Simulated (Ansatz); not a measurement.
**CH₆AlGaOSe: shape, modes and thermochemistry**

The task is to find a stationary geometry of CH₆AlGaOSe, check the end point by its vibrations and derive ideal-gas thermochemistry, and look at its orbitals and charge.

Computed with Ansatz 0.2.0, Gaussian basis. Level: RKS PBE0-D4/def2-TZVP.

Levels to be run: relaxation at PBE0-D4/def2-TZVP; harmonic vibrations at the same level; a single point in def2-TZVPP for the fields.

1 further run of the same task is left out (for a known fault of the program).

## Step 1: Starting geometry

SMILES `[CH3][Al]([OH])[Se][GaH2]`, 11 atoms, charge 0, spin multiplicity 1.

Atoms are counted from 1 here; the program's logs count them from 0.

Bond lengths: C1–Al2 1.970 Å, C1–H6 1.094 Å, C1–H7 1.093 Å, C1–H8 1.090 Å, Al2–O3 1.747 Å, Al2–Se4 2.298 Å, O3–H9 0.960 Å, Se4–Ga5 2.414 Å, Ga5–H10 1.559 Å, Ga5–H11 1.562 Å. Angles: Al2–C1–H6 112.2°, Al2–C1–H7 112.1°, Al2–C1–H8 110.1°, H6–C1–H7 107.1°, H6–C1–H8 107.7°, H7–C1–H8 107.4°, C1–Al2–O3 114.6°, C1–Al2–Se4 142.8°, O3–Al2–Se4 102.4°, Al2–O3–H9 137.3°, Al2–Se4–Ga5 75.8°, Se4–Ga5–H10 120.2°, Se4–Ga5–H11 119.2°, H10–Ga5–H11 117.4°.

Coordinates:

```mol
CH6AlGaOSe
  3D, bonds by distance, orders not assigned

 11 10  0  0  0  0  0  0  0  0999 V2000
   -1.6254    0.2120    1.6628 C   0  0
   -0.6132   -0.2594    0.0395 Al  0  0
    0.7968    0.7307   -0.2520 O   0  0
   -0.4964   -1.7995   -1.6623 Se  0  0
    1.5898   -0.5948   -1.8118 Ga  0  0
   -1.9002    1.2707    1.6850 H   0  0
   -1.0592    0.0074    2.5752 H   0  0
   -2.5455   -0.3710    1.7135 H   0  0
    1.1759    1.5392    0.0994 H   0  0
    1.8277    0.4225   -2.9691 H   0  0
    2.8496   -1.1578   -1.0802 H   0  0
  1  2  8  0
  2  3  8  0
  2  4  8  0
  4  5  8  0
  1  6  8  0
  1  7  8  0
  1  8  8  0
  3  9  8  0
  5 10  8  0
  5 11  8  0
M  END
```

The start is a GFN2-xTB geometry.

## Step 2: Optimising with PBE0-D4/def2-TZVP

in.yaml

```yaml
crystal:
  periodic: [false, false, false]
  atoms:
    - {symbol: C, position_ang: [-1.625370, 0.211980, 1.662850]}
    - {symbol: Al, position_ang: [-0.613210, -0.259410, 0.039510]}
    - {symbol: O, position_ang: [0.796850, 0.730680, -0.252050]}
    - {symbol: Se, position_ang: [-0.496390, -1.799520, -1.662330]}
    - {symbol: Ga, position_ang: [1.589830, -0.594770, -1.811780]}
    - {symbol: H, position_ang: [-1.900200, 1.270690, 1.684970]}
    - {symbol: H, position_ang: [-1.059200, 0.007440, 2.575240]}
    - {symbol: H, position_ang: [-2.545500, -0.371010, 1.713500]}
    - {symbol: H, position_ang: [1.175940, 1.539170, 0.099380]}
    - {symbol: H, position_ang: [1.827660, 0.422510, -2.969060]}
    - {symbol: H, position_ang: [2.849590, -1.157770, -1.080230]}
basis:
  gaussian: {orbitals: def2-TZVP}
hamiltonian: {xc: pbe0, dispersion: d4}
relax: {f_tol: 0.005, max_steps: 150}
```

On the command line:

```console
> ansatz run in.yaml --threads 2 --pin off --events-out ev --progress --plain --max-ram 32768MiB --backend cuda --devices 0, --max-vram 18GiB
```

After this run come: Harmonic vibrations; Orbitals, density and potential.

Before running them: what should the planned runs give, taken together? Wanted: point group; shift from the start; total energy; dispersion term; dipole moment; lowest, highest wavenumber; zero-point energy; HOMO, LUMO.

**Answer**, as computed:

| quantity | value |
| --- | --- |
| point group | Cs |
| steps | 13 |
| shift from the start (rms) | 0.200 Å |
| total energy | -127491.1931 eV |
| dispersion term | -255 meV |
| dipole moment | 4.57 D |
| lowest, highest wavenumber | 50, 3930 cm⁻¹ |
| zero-point energy | 41.3 kcal/mol |
| entropy at 298.15 K | 410.9 J/(mol K) |
| HOMO, LUMO | -6.62, -0.59 eV |

The atoms moved 0.20 Å (rms) from the start; the bond that changed most is Al2–Se4, from 2.298 to 2.253 Å. All wavenumbers are real, so the end point is a minimum. The stiffest mode, 3930 cm⁻¹, is an O–H stretch, and 4 modes under 200 cm⁻¹ make the vibrational entropy uncertain. Harmonic hybrid wavenumbers usually lie a few per cent above measured fundamentals. The largest Mulliken charge, -0.60 e, sits on C1. The HOMO lies mostly on Se4 77 %; Al2 9 % and the LUMO on H9 26 %; Al2 16 %.
